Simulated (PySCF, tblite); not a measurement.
# C₃H₁₅FSi₄: geometry, infrared bands and NMR shifts

Wanted: the infrared bands and NMR shifts of C₃H₁₅FSi₄ (`FC[Si]([SiH3])([SiH3])CC[SiH3]`), by calculation.

Programs: tblite 0.8.0 and PySCF 2.14.0, with density-fitted response routines of our own. Each step states its level of theory. These are calculated values for one molecule in the gas phase, unless marked as measured. Atoms are numbered from 0 throughout.

### Step 1. Starting geometry

23 atoms, charge 0, multiplicity 1; geometry from: force field or distance geometry start.

Bonds of the start (Å): F0–C1 1.37, C1–Si2 1.89, Si2–Si3 2.23, Si2–Si4 2.24, Si2–C5 1.84, C5–C6 1.50, C6–Si7 1.88, C1–H8 1.12, C1–H9 1.10, Si3–H10 1.45, Si3–H11 1.48, Si3–H12 1.49, Si4–H13 1.47, Si4–H14 1.46, Si4–H15 1.48, C5–H16 1.14, C5–H17 1.11, C6–H18 1.09, C6–H19 1.13, Si7–H20 1.48, Si7–H21 1.47, Si7–H22 1.46.

### Step 2. Optimising the geometry with GFN2-xTB

The job: settings as JSON, then the geometry in Å.

```
{"job": {"kind": "relax", "xc": "GFN2-xTB", "basis": "xTB"}, "charge": 0, "multiplicity": 1}
F     -2.729900    -1.103500    -1.791600
C     -1.408900    -1.394200    -1.582700
Si    -0.898800    -0.445000    -0.027600
Si    -1.923900     1.534700    -0.184300
Si    -1.579000    -1.460000     1.854800
C      0.936700    -0.336200     0.080700
C      1.496600     1.013600    -0.253100
Si     3.369000     0.907900    -0.069900
H     -0.837100    -0.900500    -2.413300
H     -1.183800    -2.466600    -1.513400
H     -1.154200     2.623100     0.394900
H     -2.090000     1.814700    -1.623400
H     -3.265100     1.362400     0.429900
H     -2.660700    -0.663400     2.458900
H     -2.053800    -2.804200     1.520100
H     -0.494800    -1.489300     2.867400
H      1.276300    -0.614800     1.127400
H      1.371400    -1.106100    -0.590400
H      1.176400     1.418900    -1.207800
H      1.155600     1.699100     0.584400
H      3.667900    -0.469200     0.376900
H      3.987800     1.074600    -1.388100
H      3.837400     1.831000     0.960100
```

Run with:

```sh
> OMP_NUM_THREADS=1 python probes_run.py task.json out
```

One launch serves the whole session: the jobs run in the order shown.

**Question.** This job is followed by: GFN2-xTB harmonic vibrations, gas phase; GIAO PBE0/pcSseg-1 NMR shielding, non-relativistic, gas phase. What will the session give for the following? strongest single infrared mode (GFN2-xTB); zero-point energy (GFN2-xTB); 13C shifts against TMS (PBE0/pcSseg-1); 1H shifts against TMS (PBE0/pcSseg-1, means over atoms taken as alike); 19F shifts against CFCl3 (PBE0/pcSseg-1); 29Si shifts against TMS (PBE0/pcSseg-1, means over atoms taken as alike); surface potential, 1st and 99th percentile.

The runs gave:

```
                                                                quantity                             value
                               strongest single infrared mode (GFN2-xTB)              785 cm⁻¹, 534 km/mol
                                            zero-point energy (GFN2-xTB)                     97.7 kcal/mol
                                  13C shifts against TMS (PBE0/pcSseg-1)               82.0, 11.1, 6.7 ppm
  1H shifts against TMS (PBE0/pcSseg-1, means over atoms taken as alike)  5.02, 3.84, 3.59, 0.67, 0.65 ppm
                                19F shifts against CFCl3 (PBE0/pcSseg-1)                        -291.4 ppm
29Si shifts against TMS (PBE0/pcSseg-1, means over atoms taken as alike)          -42.5, -66.4, -114.3 ppm
                                   surface potential, 1st and 99th percentile                -1.06 V and 1.05 V
```

Relaxing lowered the energy by 0.884 eV in 278 steps; the close pair that moved most is Si2–Si3, from 2.235 to 2.339 Å. The lowest mode is imaginary (40i cm⁻¹), so the xTB geometry is not a minimum. The strongest single mode, at 785 cm⁻¹, is spread over many atoms; the largest shares are those of H22, H14. Unscaled tight-binding wavenumbers are off by several per cent, some by more. Its intensities can rank the bands wrongly. C1 (sp3 CH2 bonded to F and Si) lies farthest downfield among carbon, at 82.0 ppm; pulled downfield by the heteroatom. The most deshielded hydrogen is H8, H9 (mean) (hydrogen on an sp3 CH2 bonded to F and Si), at 5.02 ppm: its carbon carries F, an electronegative neighbour. At PBE0/pcSseg-1: Shielding is most anisotropic at C1 (span 123 ppm, paramagnetic term -145 ppm). At PBE0/pcSseg-1, counted by nearest atom on the grid, the HOMO lies on C5, C6 about 17 % each; Si2 14 %, the LUMO on Si2 22 %; Si3, Si4 about 12 % each.
